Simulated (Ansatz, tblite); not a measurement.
# MoO2(OH)2 (MoH2O4): spin-state energies by level

Is the singlet the ground state of MoO2(OH)2 (MoH2O4)? Other spin states are computed and compared level by level.

Computed with Ansatz 0.2.0, Gaussian basis. Level: as each input shows.

Plan: triplet, at the geometry of the singlet (GFN1-xTB, GFN2-xTB, PBE0-D4/def2-TZVP, PBE-D4/def2-TZVP, r2SCAN-D4/def2-TZVP); the singlet's energies come from earlier runs.

4 further runs of the same task are left out: 4 set aside as unsound or not needed. Runs told in other sessions of the task aren't counted.

## (1) The relaxed structure

The singlet was relaxed beforehand with PBE0-D4/def2-SVP.

7 atoms, charge 0, spin multiplicity 1.

Bond lengths: Mo1–O2 1.673 Å, Mo1–O3 1.673 Å, Mo1–O4 1.864 Å, Mo1–O6 1.864 Å, O4–H5 0.964 Å, O6–H7 0.964 Å. Angles: O2–Mo1–O3 109.0°, O2–Mo1–O4 109.9°, O2–Mo1–O6 108.8°, O3–Mo1–O4 108.8°, O3–Mo1–O6 109.9°, O4–Mo1–O6 110.3°, Mo1–O4–H5 126.0°, Mo1–O6–H7 126.0°.

Formally the metal is d0. Mo takes a core potential in the def2 sets. No spin-orbit coupling is included.

## (2) Triplet at the fixed geometry, GFN1-xTB

Tight binding, by tblite at 300 K electronic temperature and without a spin-polarisation term:

```python
tblite.interface.Calculator('GFN1-xTB', numbers, positions, charge=0, uhf=2).singlepoint()
```

Energy -595.4187 eV; 0.004 s.

## (3) Triplet at the fixed geometry, GFN2-xTB

Tight binding, by tblite at 300 K electronic temperature and without a spin-polarisation term:

```python
tblite.interface.Calculator('GFN2-xTB', numbers, positions, charge=0, uhf=2).singlepoint()
```

Energy -523.3024 eV; 0.004 s.

## (4) Triplet at the fixed geometry, PBE0-D4/def2-TZVP

Contents of in.yaml:

```yaml
crystal:
  periodic: [false, false, false]
  atoms:
    - {symbol: Mo, position_ang: [0.286251, 0.071994, 0.221820]}
    - {symbol: O, position_ang: [0.178428, 0.616928, 1.800347]}
    - {symbol: O, position_ang: [1.899845, -0.093942, -0.189413]}
    - {symbol: O, position_ang: [-0.504088, 1.305186, -0.931630]}
    - {symbol: H, position_ang: [-1.063538, 2.046622, -0.672070]}
    - {symbol: O, position_ang: [-0.574946, -1.576678, 0.095169]}
    - {symbol: H, position_ang: [-0.221941, -2.370101, -0.324233]}
basis:
  gaussian: {orbitals: def2-TZVP}
magnetization: {spin_polarized: true, initial_magnetization: 2}
hamiltonian: {xc: pbe0, dispersion: d4}
scf: {omitted_lower_state_checks: [starts]}
output: {orbitals: {seedname: orbitals}}
```

Launch:

```bash
$ ansatz run in.yaml --threads 4 --pin off --events-out ev --progress --plain --max-ram 3916MiB
```

What it wrote:

```text
Functional definition: PBE0
  name "PBE0"
  cite "Adamo & Barone, J. Chem. Phys. 110, 6158 (1999) doi:10.1063/1.478522"
  cite "Perdew, Burke & Ernzerhof, Phys. Rev. Lett. 77, 3865 (1996) doi:10.1103/PhysRevLett.77.3865"
  parent pbe
  parameter a = 0.25
  parameter kappa = 0.804
  parameter beta = 0.06672455060314922
  exchange = (1 - a)*pbe_x(kappa = kappa, mu = beta*pi^2/3) + a*exact_x
  correlation = pbe_c(beta = beta)
these checks for a lower state are left out or cut short: starts
1070 factors; their error is unknown
mean field evaluation 1: about -10058.3462 eV, gradient 6.5e1 eV
mean field evaluation 2: about -10003.9099 eV, gradient 1.4e2 eV
mean field evaluation 4: about -10071.2536 eV, gradient 7.3e0 eV
mean field evaluation 8: about -10071.4560 eV, gradient 1.7e-1 eV
mean field evaluation 16: about -10071.5529 eV, gradient 1.2e-2 eV
mean field evaluation 32: about -10071.5529 eV, gradient 1.1e-4 eV
mean field -10071.55289902 eV, -370.1227422952 hartree, gradient 5.9e-6 eV, S^2 2.034904; 0 other end points of the search recorded, 0 dependent functions left out
reference -10071.55294583 eV, -370.1227440154 hartree; 25, 23 occupied and 151, 153 virtual orbitals, 1070 factors
Total energy: -10071.69087689 eV, -370.1278128885 hartree
Checks for a lower state left out: starts
```

Run time: 11 s. Hardware: 4 threads of Arm Neoverse V2, shared host; peak memory 0.7 GiB.

From the report: HOMO -4.64 eV, LUMO -6.20 eV (over both spins; with the spin held, an empty level of the minority spin lies below the top filled one); ⟨S²⟩ 2.035 (pure: 2.00).

## (5) Triplet at the fixed geometry, PBE-D4/def2-TZVP

start.molden holds the orbitals of an earlier run on this state, given as this run's starting guess.

in.yaml, as its differences from that of step 4:

```diff
@@ -11,5 +11,5 @@
 basis:
-  gaussian: {orbitals: def2-TZVP}
+  gaussian: {orbitals: def2-TZVP, initial_orbitals: start.molden}
 magnetization: {spin_polarized: true, initial_magnetization: 2}
-hamiltonian: {xc: pbe0, dispersion: d4}
+hamiltonian: {xc: pbe, dispersion: d4}
 scf: {omitted_lower_state_checks: [starts]}
```

The command is unchanged.

What it wrote:

```text
Functional definition: PBE
  name "PBE"
  cite "Perdew, Burke & Ernzerhof, Phys. Rev. Lett. 77, 3865 (1996) doi:10.1103/PhysRevLett.77.3865"
  parent pbe
  parameter kappa = 0.804
  parameter beta = 0.06672455060314922
  exchange = pbe_x(kappa = kappa, mu = beta*pi^2/3)
  correlation = pbe_c(beta = beta)
these checks for a lower state are left out or cut short: starts
1000 factors; their error is unknown
mean field evaluation 1: about -10073.4527 eV, gradient 7.7e0 eV
mean field evaluation 2: about -10073.6765 eV, gradient 2.9e-1 eV
mean field evaluation 4: about -10073.6697 eV, gradient 1.9e-1 eV
mean field evaluation 8: about -10073.6698 eV, gradient 1.8e-4 eV
mean field evaluation 16: about -10073.6698 eV, gradient 7.8e-6 eV
mean field -10073.66983950 eV, -370.2005384229 hartree, gradient 7.8e-6 eV, S^2 2.009242; 0 other end points of the search recorded, 0 dependent functions left out
reference -10073.66990942 eV, -370.2005409924 hartree; 25, 23 occupied and 151, 153 virtual orbitals, 1000 factors
Total energy: -10073.83393154 eV, -370.2065686943 hartree
Checks for a lower state left out: starts
```

It took 4.4 s on 4 threads of Arm Neoverse V2, shared host.

Report: HOMO -2.86 eV, LUMO -7.50 eV (over both spins; with the spin held, an empty level of the minority spin lies below the top filled one); ⟨S²⟩ 2.009 (pure: 2.00).

## (6) Triplet at the fixed geometry, r2SCAN-D4/def2-TZVP

in.yaml, as its differences from that of step 5:

```diff
@@ -13,3 +13,3 @@
 magnetization: {spin_polarized: true, initial_magnetization: 2}
-hamiltonian: {xc: pbe, dispersion: d4}
+hamiltonian: {xc: r2scan, dispersion: d4}
 scf: {omitted_lower_state_checks: [starts]}
```

The command is unchanged.

What it wrote:

```text
Functional definition: r2SCAN
  name "r2SCAN"
  cite "Furness, Kaplan, Ning, Perdew & Sun, J. Phys. Chem. Lett. 11, 8208 (2020) doi:10.1021/acs.jpclett.0c02405"
  cite "Furness, Kaplan, Ning, Perdew & Sun, J. Phys. Chem. Lett. 11, 9248 (2020) doi:10.1021/acs.jpclett.0c03077"
  parent r2scan
  parameter k0 = 0.174
  parameter k1 = 0.065
  parameter a1 = 4.9479
  exchange = r2scan_x(k0 = k0, k1 = k1, a1 = a1)
  correlation = r2scan_c
these checks for a lower state are left out or cut short: starts
1000 factors; their error is unknown
mean field evaluation 1: about -10078.1298 eV, gradient 4.3e0 eV
mean field evaluation 2: about -10078.2033 eV, gradient 9.1e-2 eV
mean field evaluation 4: about -10078.1952 eV, gradient 3.3e-2 eV
mean field evaluation 8: about -10078.1952 eV, gradient 1.1e-5 eV
mean field evaluation 16: about -10078.1952 eV, gradient 6.9e-7 eV
mean field -10078.19522394 eV, -370.3668432338 hartree, gradient 6.9e-7 eV, S^2 2.021352; 0 other end points of the search recorded, 0 dependent functions left out
reference -10078.19524773 eV, -370.3668441080 hartree; 25, 23 occupied and 151, 153 virtual orbitals, 1000 factors
Total energy: -10078.23324058 eV, -370.3682403194 hartree
Checks for a lower state left out: starts
```

Wall time 17 s (4 threads of Arm Neoverse V2, shared host).

HOMO -3.18 eV, LUMO -7.14 eV (over both spins; with the spin held, an empty level of the minority spin lies below the top filled one); ⟨S²⟩ 2.021 (pure: 2.00).

## (7) Triplet less singlet, vertical

The singlet's energies are those of its earlier runs, whose logs aren't repeated here.

| level | triplet less singlet, vertical (eV) | time |
| --- | --- | --- |
| GFN1-xTB | +6.055 | 0.008 s |
| GFN2-xTB | +4.858 | 0.007 s |
| PBE-D4/def2-TZVP | +4.628 | 5.9 s |
| r2SCAN-D4/def2-TZVP | +4.525 | 20 s |
| PBE0-D4/def2-TZVP | +4.277 | 13 s |

Times add the two runs; a level without a time comes out of a correlated run. Tight binding without a spin term can't rank spin states.

## (8) Outcome

| quantity | value |
| --- | --- |
| triplet less singlet, vertical, functionals in def2-TZVP | +4.277 (PBE0-D4) to +4.628 eV (PBE-D4) |

What this shows: All functionals put the triplet above the singlet, over a spread of 0.350 eV. The checks for a lower triplet were left out, so another state of that spin may lie lower. The singlet here is a closed shell; an open-shell singlet can lie lower. These are electronic energies, without zero-point motion, entropy or surroundings.
